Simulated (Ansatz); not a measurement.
Born–Oppenheimer molecular dynamics of a periodic cell of 24 atoms, SnBr$_{2}$ (surface SnBr2(110)). It starts from a relaxed structure.

Theory: DFT PBEsol, scalar-relativistic, plane waves, PAW in Ansatz. Settings: cutoff 420 eV, k mesh 1x1x1, fermi-dirac smearing 0.05 eV, no spin polarisation.

```
ensemble        : NVT, Nosé–Hoover chain
time step       : 3 fs
steps asked     : 80
set temperature : 900 K
thermostat      : time constant 50 fs, chain length 3
atoms held      : 1, 2, 5, 6, 13, 14, 17, 18
seed            : 812852
```

Frames 6 fs apart, positions in Å.

Velocities at 150.0 fs (Å/ps):

```
Sn 0.00 0.00 0.00
Sn 0.00 0.00 0.00
Br 1.36 -1.09 0.28
Br -2.30 1.21 -4.02
Br 0.00 0.00 0.00
Br 0.00 0.00 0.00
Sn 1.62 1.44 1.06
Sn 1.82 -3.50 2.35
Br 5.11 -3.02 0.99
Br 3.75 -0.14 0.97
Br 2.15 3.28 -2.82
Br -0.56 -0.15 -1.27
Sn 0.00 0.00 0.00
Sn 0.00 0.00 0.00
Br 1.01 -2.80 -1.87
Br -0.90 0.09 -5.95
Br 0.00 0.00 0.00
Br 0.00 0.00 0.00
Sn 0.45 -3.99 0.63
Sn -0.96 -3.88 0.69
Br 1.73 -5.44 8.42
Br 0.43 2.50 -1.82
Br 2.09 -5.41 -1.16
Br 1.97 -5.55 -4.06
```

```xyz
24
Lattice="9.9659 0.0000 0.0000 0.0000 8.8518 0.0000 0.0000 0.0000 18.9593" Properties=species:S:1:pos:R:3 time_fs=150.0 energy_less_start_eV=1.523 T=880
Sn 0.000 0.000 1.000
Sn 4.983 2.213 1.000
Br 0.217 -0.085 3.649
Br 4.029 -0.200 2.549
Br 7.959 2.213 1.000
Br 2.007 2.213 1.000
Sn 4.990 -0.035 6.366
Sn 0.095 2.205 6.170
Br 5.870 -0.127 8.783
Br 0.515 -0.340 7.778
Br 3.090 2.055 5.775
Br 7.296 1.647 6.373
Sn 0.000 4.426 1.000
Sn 4.983 6.639 1.000
Br 0.175 3.675 3.492
Br 4.725 4.263 2.632
Br 7.959 6.639 1.000
Br 2.007 6.639 1.000
Sn 4.966 4.285 6.836
Sn 0.184 6.401 6.114
Br 5.212 3.706 9.341
Br -0.014 4.322 8.038
Br 2.995 6.372 6.028
Br 6.879 6.431 5.689
24
Lattice="9.9659 0.0000 0.0000 0.0000 8.8518 0.0000 0.0000 0.0000 18.9593" Properties=species:S:1:pos:R:3 time_fs=156.0 energy_less_start_eV=1.543 T=908
Sn 0.000 0.000 1.000
Sn 4.983 2.213 1.000
Br 0.225 -0.091 3.650
Br 4.017 -0.192 2.524
Br 7.959 2.213 1.000
Br 2.007 2.213 1.000
Sn 5.000 -0.028 6.373
Sn 0.106 2.183 6.185
Br 5.900 -0.146 8.790
Br 0.538 -0.341 7.783
Br 3.102 2.076 5.758
Br 7.293 1.647 6.364
Sn 0.000 4.426 1.000
Sn 4.983 6.639 1.000
Br 0.181 3.660 3.482
Br 4.720 4.265 2.596
Br 7.959 6.639 1.000
Br 2.007 6.639 1.000
Sn 4.969 4.261 6.840
Sn 0.177 6.378 6.119
Br 5.222 3.673 9.391
Br -0.011 4.337 8.026
Br 3.008 6.338 6.021
Br 6.891 6.398 5.665
24
Lattice="9.9659 0.0000 0.0000 0.0000 8.8518 0.0000 0.0000 0.0000 18.9593" Properties=species:S:1:pos:R:3 time_fs=162.0 energy_less_start_eV=1.568 T=934
Sn 0.000 0.000 1.000
Sn 4.983 2.213 1.000
Br 0.233 -0.098 3.649
Br 4.009 -0.182 2.498
Br 7.959 2.213 1.000
Br 2.007 2.213 1.000
Sn 5.012 -0.022 6.381
Sn 0.117 2.159 6.201
Br 5.929 -0.166 8.796
Br 0.560 -0.340 7.787
Br 3.115 2.100 5.741
Br 7.291 1.652 6.353
Sn 0.000 4.426 1.000
Sn 4.983 6.639 1.000
Br 0.187 3.646 3.472
Br 4.715 4.269 2.560
Br 7.959 6.639 1.000
Br 2.007 6.639 1.000
Sn 4.973 4.235 6.845
Sn 0.170 6.354 6.124
Br 5.231 3.642 9.439
Br -0.008 4.352 8.011
Br 3.022 6.304 6.014
Br 6.903 6.363 5.641
24
Lattice="9.9659 0.0000 0.0000 0.0000 8.8518 0.0000 0.0000 0.0000 18.9593" Properties=species:S:1:pos:R:3 time_fs=168.0 energy_less_start_eV=1.593 T=957
Sn 0.000 0.000 1.000
Sn 4.983 2.213 1.000
Br 0.240 -0.105 3.646
Br 4.005 -0.170 2.471
Br 7.959 2.213 1.000
Br 2.007 2.213 1.000
Sn 5.026 -0.019 6.390
Sn 0.128 2.132 6.219
Br 5.955 -0.188 8.802
Br 0.581 -0.339 7.789
Br 3.128 2.126 5.725
Br 7.289 1.659 6.340
Sn 0.000 4.426 1.000
Sn 4.983 6.639 1.000
Br 0.192 3.635 3.465
Br 4.710 4.275 2.525
Br 7.959 6.639 1.000
Br 2.007 6.639 1.000
Sn 4.979 4.208 6.851
Sn 0.163 6.331 6.129
Br 5.240 3.611 9.486
Br -0.005 4.368 7.996
Br 3.037 6.268 6.007
Br 6.915 6.328 5.617
24
Lattice="9.9659 0.0000 0.0000 0.0000 8.8518 0.0000 0.0000 0.0000 18.9593" Properties=species:S:1:pos:R:3 time_fs=174.0 energy_less_start_eV=1.618 T=979
Sn 0.000 0.000 1.000
Sn 4.983 2.213 1.000
Br 0.247 -0.112 3.641
Br 4.005 -0.155 2.443
Br 7.959 2.213 1.000
Br 2.007 2.213 1.000
Sn 5.042 -0.018 6.401
Sn 0.139 2.103 6.238
Br 5.981 -0.211 8.808
Br 0.603 -0.338 7.790
Br 3.141 2.154 5.709
Br 7.288 1.670 6.324
Sn 0.000 4.426 1.000
Sn 4.983 6.639 1.000
Br 0.197 3.626 3.459
Br 4.706 4.285 2.490
Br 7.959 6.639 1.000
Br 2.007 6.639 1.000
Sn 4.986 4.180 6.860
Sn 0.154 6.308 6.133
Br 5.248 3.582 9.529
Br -0.001 4.382 7.979
Br 3.052 6.231 5.999
Br 6.927 6.293 5.593
24
Lattice="9.9659 0.0000 0.0000 0.0000 8.8518 0.0000 0.0000 0.0000 18.9593" Properties=species:S:1:pos:R:3 time_fs=180.0 energy_less_start_eV=1.640 T=999
Sn 0.000 0.000 1.000
Sn 4.983 2.213 1.000
Br 0.253 -0.119 3.635
Br 4.008 -0.139 2.415
Br 7.959 2.213 1.000
Br 2.007 2.213 1.000
Sn 5.059 -0.019 6.413
Sn 0.151 2.072 6.258
Br 6.004 -0.235 8.814
Br 0.623 -0.335 7.789
Br 3.154 2.184 5.693
Br 7.288 1.684 6.306
Sn 0.000 4.426 1.000
Sn 4.983 6.639 1.000
Br 0.201 3.619 3.455
Br 4.702 4.297 2.458
Br 7.959 6.639 1.000
Br 2.007 6.639 1.000
Sn 4.995 4.151 6.872
Sn 0.146 6.287 6.138
Br 5.255 3.553 9.568
Br 0.003 4.396 7.961
Br 3.068 6.192 5.992
Br 6.939 6.257 5.571
24
Lattice="9.9659 0.0000 0.0000 0.0000 8.8518 0.0000 0.0000 0.0000 18.9593" Properties=species:S:1:pos:R:3 time_fs=186.0 energy_less_start_eV=1.661 T=1017
Sn 0.000 0.000 1.000
Sn 4.983 2.213 1.000
Br 0.260 -0.126 3.627
Br 4.016 -0.120 2.387
Br 7.959 2.213 1.000
Br 2.007 2.213 1.000
Sn 5.077 -0.024 6.427
Sn 0.162 2.040 6.279
Br 6.026 -0.260 8.818
Br 0.643 -0.333 7.786
Br 3.166 2.215 5.678
Br 7.288 1.701 6.286
Sn 0.000 4.426 1.000
Sn 4.983 6.639 1.000
Br 0.205 3.615 3.454
Br 4.698 4.313 2.428
Br 7.959 6.639 1.000
Br 2.007 6.639 1.000
Sn 5.005 4.122 6.885
Sn 0.137 6.266 6.141
Br 5.261 3.526 9.603
Br 0.006 4.408 7.944
Br 3.085 6.153 5.984
Br 6.951 6.221 5.549
24
Lattice="9.9659 0.0000 0.0000 0.0000 8.8518 0.0000 0.0000 0.0000 18.9593" Properties=species:S:1:pos:R:3 time_fs=192.0 energy_less_start_eV=1.681 T=1032
Sn 0.000 0.000 1.000
Sn 4.983 2.213 1.000
Br 0.265 -0.133 3.618
Br 4.028 -0.100 2.359
Br 7.959 2.213 1.000
Br 2.007 2.213 1.000
Sn 5.097 -0.030 6.442
Sn 0.174 2.005 6.301
Br 6.046 -0.286 8.822
Br 0.663 -0.329 7.782
Br 3.178 2.248 5.663
Br 7.288 1.721 6.263
Sn 0.000 4.426 1.000
Sn 4.983 6.639 1.000
Br 0.208 3.614 3.455
Br 4.693 4.331 2.401
Br 7.959 6.639 1.000
Br 2.007 6.639 1.000
Sn 5.016 4.092 6.902
Sn 0.128 6.247 6.143
Br 5.265 3.500 9.634
Br 0.010 4.418 7.928
Br 3.102 6.113 5.976
Br 6.963 6.186 5.527
24
Lattice="9.9659 0.0000 0.0000 0.0000 8.8518 0.0000 0.0000 0.0000 18.9593" Properties=species:S:1:pos:R:3 time_fs=198.0 energy_less_start_eV=1.700 T=1043
Sn 0.000 0.000 1.000
Sn 4.983 2.213 1.000
Br 0.270 -0.139 3.608
Br 4.044 -0.078 2.332
Br 7.959 2.213 1.000
Br 2.007 2.213 1.000
Sn 5.118 -0.040 6.458
Sn 0.186 1.969 6.323
Br 6.065 -0.313 8.825
Br 0.681 -0.326 7.776
Br 3.190 2.280 5.649
Br 7.290 1.743 6.239
Sn 0.000 4.426 1.000
Sn 4.983 6.639 1.000
Br 0.211 3.615 3.458
Br 4.689 4.352 2.378
Br 7.959 6.639 1.000
Br 2.007 6.639 1.000
Sn 5.029 4.063 6.921
Sn 0.119 6.231 6.143
Br 5.269 3.475 9.661
Br 0.014 4.424 7.913
Br 3.118 6.072 5.968
Br 6.975 6.151 5.507
```

Of the whole run (240 fs, mean temperature of the second half 936 K): The conserved energy stayed within 0.055 meV per atom of its start (net change 0.048 meV per atom), so the integration is sound. A run of 0.24 ps of so small a system gives no equilibrium averages. Limits of this set-up: coarse k mesh, thin slab, slab without dipole correction.

The run took 9.7 min on 2 threads of Arm Neoverse V1, with other jobs on the host, peak memory 1.2 GiB.
